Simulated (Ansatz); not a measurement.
# InSb3 under changes of volume

One of the cells (27.758 Å³/atom); the others are scaled copies at fixed shape and fractional positions:

```
Sb In
1.0
     4.80637    0.00000    0.00000
     0.00000    4.80637    0.00000
     0.00000    0.00000    4.80637
Sb In
3 1
Direct
  0.50000 0.50000 0.00000
  0.00000 0.50000 0.50000
  0.50000 0.00000 0.50000
  0.00000 0.00000 0.00000
```

The cell comes from a database or a generator and needn't be the stable form of this composition.

* Program: Ansatz 0.2.0
* Functional: PBEsol
* Potentials or basis: Ansatz PAW
* Cutoff: 420 eV (not typed: the program's choice for these potentials)
* k mesh: 6 × 6 × 6
* Occupations: fermi-dirac, width 0.05 eV
* Spin: no spin polarisation

| volume (Å³/atom) | energy over the lowest point (meV/atom) | pressure (GPa) |
| --- | --- | --- |
| 26.093 | 0.21 | 0.7 |
| 26.648 | 0.00 | -0.6 |
| 27.203 | ? | ? |
| 27.758 | 11.56 | -2.7 |
| 28.313 | 22.49 | -3.6 |
| 28.868 | 36.29 | -4.3 |
| 29.424 | 52.55 | -5.0 |

Q: What does the run at 27.203 Å³/atom give?

A: Energy over the lowest point 3.93 meV/atom; pressure -1.7 GPa.

Worked out: A Birch-Murnaghan fit of order 3 (a polynomial in V^(-2/3)) to the other rows has its minimum at 26.40 Å³/atom with B0 = V·E''(V) = 61 GPa and B' = 5.1. It gives 3.93 meV/atom at 27.203 Å³/atom, against the run's 3.93, and -dE/dV = -1.7 GPa, against -1.7.

Energies are extrapolated to zero smearing.

Caveats: the PAW data sets come from PBE, with cores solved anew for the run's functional, which leaves a small shift of forces and pressure.
